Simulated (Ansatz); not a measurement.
# Cr2Ni: the cost of one run

All numbers are computed with the Python package of Ansatz 0.2.0. Level of theory: DFT PBE, plane waves, PAW.

**1. The system**

Symmetry: Fd-3m, No. 227, cubic system. Conventional cell: a = 6.563 Å, b = 6.563 Å, c = 6.563 Å, α = 90.00°, β = 90.00°, γ = 90.00°. Around Cr (site symmetry -3m) lie 6 Cr at 2.32 Å. Ni (site symmetry -43m) has 12 Cr at 2.72 Å and 4 Ni at 2.84 Å as nearest neighbours.

No structure file is read: the coordinates are typed or built in the script.

**2. The script**

Input file ecut_cr2ni.py:

```python
"""Convergence of Cr2Ni with the plane-wave cutoff."""

import ansatz as az
from ase import Atoms
from tabulate import tabulate

atoms = Atoms(
    ["Cr", "Cr", "Cr", "Cr", "Ni", "Ni"],
    scaled_positions=[
        (0.125, 0.125, 0.625),
        (0.125, 0.625, 0.125),
        (0.625, 0.125, 0.125),
        (0.125, 0.125, 0.125),
        (0.75, 0.75, 0.75),
        (0.5, 0.5, 0.5),
    ],
    cell=[
        (0.0, 3.281508, 3.281508),
        (3.281508, 0.0, 3.281508),
        (3.281508, 3.281508, 0.0),
    ],
    pbc=True,
)
atoms.set_initial_magnetic_moments([3.9, 3.9, 3.9, 3.9, 2.0, 2.0])
crystal = az.Crystal.from_ase(atoms)

model = (
    crystal.calculation()
    .spin("collinear")
    .occupations("Fermi-Dirac", width=0.1)  # fractional filling near the Fermi level
    .kpoints(7)  # the mesh must be finer for metals
)

rows = []
for value in [250, 300, 350, 400, 450, 500]:
    summary = model.basis(value).run(threads=1).report
    rows.append((value, summary["free_energy_ev"] / len(summary["lattice"]["sites"]), summary["n_iterations"], summary["magnetization_mub"], summary["n_pw"]))

print(tabulate(rows, headers=["cutoff (eV)", "F/atom (eV)", "iterations", "moment (muB)", "plane waves"], floatfmt=".4f", tablefmt="simple"))

# the last row is the reference
for row in rows[:-1]:
    shift = 1000 * (row[1] - rows[-1][1])
    print(f"{row[0]}: {shift:+.2f} meV/atom" + ("  (within 2 meV)" if abs(shift) < 2 else ""))
```

**3. The input behind the calls**

The package turns the script's settings into the engine's input (first run):

```yaml
crystal:
  lattice:
    - [0.0, 3.281508, 3.281508]
    - [3.281508, 0.0, 3.281508]
    - [3.281508, 3.281508, 0.0]
  atoms:
    - { symbol: Cr, position: [0.125, 0.125, 0.625], spin: 3.9 }
    - { symbol: Cr, position: [0.125, 0.625, 0.125], spin: 3.9 }
    - { symbol: Cr, position: [0.625, 0.125, 0.125], spin: 3.9 }
    - { symbol: Cr, position: [0.125, 0.125, 0.125], spin: 3.9 }
    - { symbol: Ni, position: [0.75, 0.75, 0.75], spin: 2.0 }
    - { symbol: Ni, position: [0.5, 0.5, 0.5], spin: 2.0 }
basis:
  ecutwfc: 250.0
kpoints:
  mp_grid:
    grid: [7, 7, 7]
magnetization:
  spin_polarized: true
scf:
  occupations:
    method: fermi_dirac
    width: 0.1
```

**4. Launch**

Command:

```console
$ python ecut_cr2ni.py
```

What time and memory should one allow on 1 thread of Arm Neoverse V2, shared host?

About 1.9 min, with a peak of 0.59 GiB.
